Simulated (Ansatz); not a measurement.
# I: the cost of one run

Method: DFT PBE, scalar-relativistic, plane waves, PAW, in Ansatz 0.2.0.

## 1. The structure to begin with

Symmetry: P4/mmm, No. 123, tetragonal system. The conventional cell has a = 3.114 Å, b = 3.114 Å, c = 14.000 Å, α = 90.00°, β = 90.00°, γ = 90.00°. I (site symmetry 4/mmm) has 4 I at 3.11 Å as nearest neighbours.

As a file:

```cif
data_structure
_symmetry_space_group_name_H-M 'P 1'
_symmetry_Int_Tables_number 1
_cell_length_a 3.1145
_cell_length_b 3.1145
_cell_length_c 14.0000
_cell_angle_alpha 90.000
_cell_angle_beta 90.000
_cell_angle_gamma 90.000
_cell_volume 135.80
loop_
_atom_site_label
_atom_site_type_symbol
_atom_site_fract_x
_atom_site_fract_y
_atom_site_fract_z
_atom_site_occupancy
I1 I 0.50000 0.50000 0.50000 1
```

Recipe of the guess: species swapped into a sheet modelled on a layer of Se. The dimensions are guesses.

It is a sheet, periodic along a and b, with vacuum along c; volumes and pressures of the box carry no meaning, and space groups named for it are those of the box.

## 2. The guess as it stands, on a coarse mesh

Contents of input.yaml:

```yaml
crystal:
  lattice:
    - [3.11448265, 0.0, 0.0]
    - [0.0, 3.11448265, 0.0]
    - [0.0, 0.0, 14.0]
  atoms:
    - { symbol: I, position: [0.5, 0.5, 0.5] }
  periodic: [true, true, false]
basis:
  ecutwfc: 420
kpoints:
  mp_grid: { grid: [6, 6, 1] }
hamiltonian:
  xc: pbe
scf:
  occupations: { method: gaussian, width: 0.1 }
  lower_state_search: "off"
output:
  forces: true
  stress: true
  eigenvalues: true
```

Started as:

```console
$ ansatz run input.yaml --threads 1 --pin off --max-ram 2048MiB --backend cpu --events-out ev --progress --plain --runs-dir out
```

**Question.** How long does this run take on 1 thread of Arm Neoverse V2, shared host, and how much memory does it need?

About 2 s, with a peak of 0.36 GiB.
